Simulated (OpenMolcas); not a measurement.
# Tc⁵⁺ with 5 ligands (hydroxide): CASSCF and CASPT2 levels and susceptibility

Which state of Tc⁵⁺ lies lowest among these ligands, how large is the field, and what χT follows?

The numbers are computed with OpenMolcas 26.06 (state-averaged CASSCF and CASPT2, spin-orbit coupling by RASSI with atomic mean-field integrals), except any that are marked as measured or tabulated.

### Step 1. The system

| Property | Result |
| --- | --- |
| Species | Tc⁵⁺ (technetium, Z = 43, 38 electrons) |
| Basis | ANO-RCC-VDZP [6s5p3d1f], 138 functions with the ligands |
| Scalar Hamiltonian | DKH2, point nucleus |
| Inactive shells | 1s 2s 2p 3s 3p 3d 4s 4p of the metal, and all ligand shells |
| Active space | 2 electrons in 5 orbitals (4d) |
| Some configurations of this space | 4d2 |
| Orbitals | optimised for each spin and parity, averaged over all roots |

Outer shells as boxes (Hund's rule):

4d2
```
4d [↑ ][↑ ][  ][  ][  ]
```

Tc⁵⁺ is taken with 5 ligands (hydroxide) in trigonal bipyramid coordination (C1) at 1.9 Å, the axial distance 1.767 Å. Ligand basis ANO-RCC-VDZP. The distances are assumed, not relaxed.

```xyz
11

Tc    0.0000    0.0000    0.0000
O     1.9000    0.0000    0.0000
H     2.3099    0.8791    0.0000
O    -0.9500    1.6454    0.0000
H    -1.9163    1.5609    0.0000
O    -0.9500   -1.6454    0.0000
H    -0.3936   -2.4400    0.0000
O     0.0000    0.0000    1.7670
H     0.8791    0.0000    2.1769
O     0.0000    0.0000   -1.7670
H    -0.8791    0.0000   -2.1769
```

Each step is its own input file, run in one work folder so that later steps find the files of earlier ones. Labels, J, g values, rates, χT and fits are worked out afterwards by a script from the matrices that RASSI stores.

### Step 2. Basis and integrals

The input, a.inp:

```
&GATEWAY
Coord
11

Tc 0.0 0.0 0.0
O 1.900000 0.000000 0.000000
H 2.309940 0.879119 0.000000
O -0.950000 1.645448 0.000000
H -1.916309 1.560907 0.000000
O -0.950000 -1.645448 0.000000
H -0.393631 -2.440026 0.000000
O 0.000000 0.000000 1.767000
H 0.879119 0.000000 2.176940
O 0.000000 0.000000 -1.767000
H -0.879119 0.000000 -2.176940
Basis=Tc.ANO-RCC-VDZP,H.ANO-RCC-VDZP,O.ANO-RCC-VDZP
Group=NoSym
NoMove
AngMom=0.0 0.0 0.0
AMFI
RICD
&SEWARD
```

Started as:

```bash
> OMP_NUM_THREADS=1 MOLCAS_MEM=2457 MOLCAS_PROJECT=a pymolcas a.inp > a.log
```

### Step 3. CASSCF: triplets, 10 roots

The input, a.inp:

```
&RASSCF
FileOrb=start.orb
Symmetry=1
Spin=3
nActEl=2 0 0
Inactive=43
Ras2=5
CIRoot=10 10 1
SDav=10
CIMx=300
Iter=150 100
PrWF=0.3
OrbListing=Nothing
MaxOrb=0
LevShft=1.0
>>> COPY $Project.JobIph JOB001
```

start.orb holds start orbitals that the driver prepared beforehand, or those of the step before.

### Step 4. Reference wave functions, singlets, 15 roots

The input, a.inp:

```
&RASSCF
FileOrb=start.orb
Symmetry=1
Spin=1
nActEl=2 0 0
Inactive=43
Ras2=5
CIRoot=15 15 1
SDav=15
CIMx=300
Iter=150 100
PrWF=0.3
OrbListing=Nothing
MaxOrb=0
LevShft=1.0
>>> COPY $Project.JobIph JOB002
```

### Step 5. State interaction with spin-orbit coupling

The input, a.inp:

```
&RASSI
NrOfJobIphs=2 10 15
1 2 3 4 5 6 7 8 9 10
1 2 3 4 5 6 7 8 9 10 11 12 13 14 15
IphNames
JOB001
JOB002
EJob
SpinOrbit
DIPRint=1.0
SOCoupling=1000.0
Subsets=2
Property=9
'ANGMOM' 1 'ANGMOM' 2 'ANGMOM' 3 'MLTPL  1' 1 'MLTPL  1' 2 'MLTPL  1' 3
'AMFI' 1 'AMFI' 2 'AMFI' 3
SOProperty=3
'ANGMOM' 1 'ANGMOM' 2 'ANGMOM' 3
```

### Step 6. CASPT2: IPEA 0.25, imaginary shift 0.1 (closed shells correlated: 4s 4p of the metal, with ligand shells; the Frozen line counts the rest)

The input, a.inp:

```
>>> COPY JOB001 $Project.JobIph
&CASPT2
Multistate=10 1 2 3 4 5 6 7 8 9 10
NoMult
Frozen=19
IPEA=0.25
Imaginary=0.1
MaxIter=60
WThr=0.0 0.3 0.05
PrWF=0.5
NoMix
>>> COPY JOB002 $Project.JobIph
&CASPT2
Multistate=15 1 2 3 4 5 6 7 8 9 10 11 12 13 14 15
NoMult
Frozen=19
IPEA=0.25
Imaginary=0.1
MaxIter=60
WThr=0.0 0.3 0.05
PrWF=0.5
NoMix
```

### Step 7. CASPT2: IPEA 0.5, imaginary shift 0.1 (closed shells correlated: 4s 4p of the metal, with ligand shells; the Frozen line counts the rest)

a.inp, as its differences from that of step 6:

```diff
@@ -5,3 +5,3 @@
 Frozen=19
-IPEA=0.25
+IPEA=0.5
 Imaginary=0.1
@@ -16,3 +16,3 @@
 Frozen=19
-IPEA=0.25
+IPEA=0.5
 Imaginary=0.1
```

(Steps that only read results are left out.)

Before running it: what results should come out? Wanted: spin-free ground state; first state of the same spin within the active space; lowest level; next level.

**Answer**, as computed:

| quantity | value |
| --- | --- |
| method | SS-CASPT2, IPEA 0.25, imaginary shift 0.1 (closed shells correlated: 4s 4p of the metal, with ligand shells; the Frozen line counts the rest) |
| spin-free ground state | triplet, 1-fold in its orbital part |
| first state of the same spin within the active space | triplet at 709 cm⁻¹ |
| lowest level | 1-fold |
| next level | 270.0 cm⁻¹ |
| χT at 300 K | 0.45 cm³ K/mol |
| effective moment at 300 K | 1.90 μB |

Cost by method:

| method | time of its own steps | time with the reference |
| --- | --- | --- |
| A. CASSCF | 31 s | 31 s |
| B. SS-CASPT2, IPEA 0.25, imaginary shift 0.1, +4s 4p | 1.9 min | 2.4 min |
| C. SS-CASPT2, IPEA 0.5, imaginary shift 0.1, +4s 4p | 1.8 min | 2.3 min |

Times are of one thread on a shared host.

What this shows: The spin-free ground state (triplet) is 1-fold and keeps the highest spin of the shell. χT at 300 K is 0.45, against 1.00 cm³ K/mol for the spin alone, so spin-orbit coupling lowers it. The bonds are covalent and no ligand orbital is active, so the numbers are rough.
